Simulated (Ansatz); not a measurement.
# BH6OSbSiZn: the cost of one run

Program: Ansatz 0.2.0. Level of theory: RKS B3LYP/def2-SVP. These are calculated values, not measurements.

1 further run of the same task is left out (it didn't finish).

## (1) The structure to begin with

Bond lengths: B1–Sb2 2.177 Å, Sb2–Si3 2.502 Å, Si3–O4 1.706 Å, O4–Zn5 1.577 Å, B1–H6 1.246 Å, B1–H7 1.171 Å, Sb2–H8 1.749 Å, Si3–H9 1.499 Å, Si3–H10 1.513 Å. Angles: B1–Sb2–Si3 90.2°, B1–Sb2–H8 91.7°, Si3–Sb2–H8 91.1°, Sb2–B1–H6 120.9°, Sb2–B1–H7 122.9°, H6–B1–H7 115.9°, Sb2–Si3–O4 113.3°, Sb2–Si3–H9 109.6°, Sb2–Si3–H10 108.8°, O4–Si3–H9 110.9°, O4–Si3–H10 107.5°, H9–Si3–H10 106.5°, Si3–O4–Zn5 131.1°.

As a file:

```xyz
11

B    -1.8722    0.3839    0.1988
Sb   -0.6609   -0.5928    1.7213
Si    1.4166    0.3174    0.6647
O     1.4921    0.0451   -1.0174
Zn    0.4992    0.4379   -2.1774
H    -2.0051    1.6226    0.1835
H    -2.3479   -0.1928   -0.7031
H    -0.5472   -2.0540    0.7669
H     1.5418    1.7782    0.9760
H     2.6179   -0.3592    1.2890
H    -0.0689   -1.4435   -1.8817
```

## (2) Relaxing end A

Contents of input.yaml:

```yaml
crystal:
  periodic: [false, false, false]
  atoms:
    - { symbol: B, position_ang: [-1.8722, 0.3839, 0.1988] }
    - { symbol: Sb, position_ang: [-0.6609, -0.5928, 1.7213] }
    - { symbol: Si, position_ang: [1.4166, 0.3174, 0.6647] }
    - { symbol: O, position_ang: [1.4921, 0.0451, -1.0174] }
    - { symbol: Zn, position_ang: [0.4992, 0.4379, -2.1774] }
    - { symbol: H, position_ang: [-2.0051, 1.6226, 0.1835] }
    - { symbol: H, position_ang: [-2.3479, -0.1928, -0.7031] }
    - { symbol: H, position_ang: [-0.5472, -2.054, 0.7669] }
    - { symbol: H, position_ang: [1.5418, 1.7782, 0.976] }
    - { symbol: H, position_ang: [2.6179, -0.3592, 1.289] }
    - { symbol: H, position_ang: [-0.0689, -1.4435, -1.8817] }
basis:
  gaussian: { orbitals: def2-SVP }
hamiltonian:
  xc: b3lyp
relax:
  f_tol: 0.015
  max_steps: 40
```

Launch:

```sh
> ansatz run input.yaml --threads 2 --pin off --max-ram 3072MiB --backend cpu --events-out ev --progress --plain --runs-dir out
```

What time and memory should one allow on 2 threads of Arm Neoverse V2, shared host?

About 3 min, with a peak of 0.39 GiB.
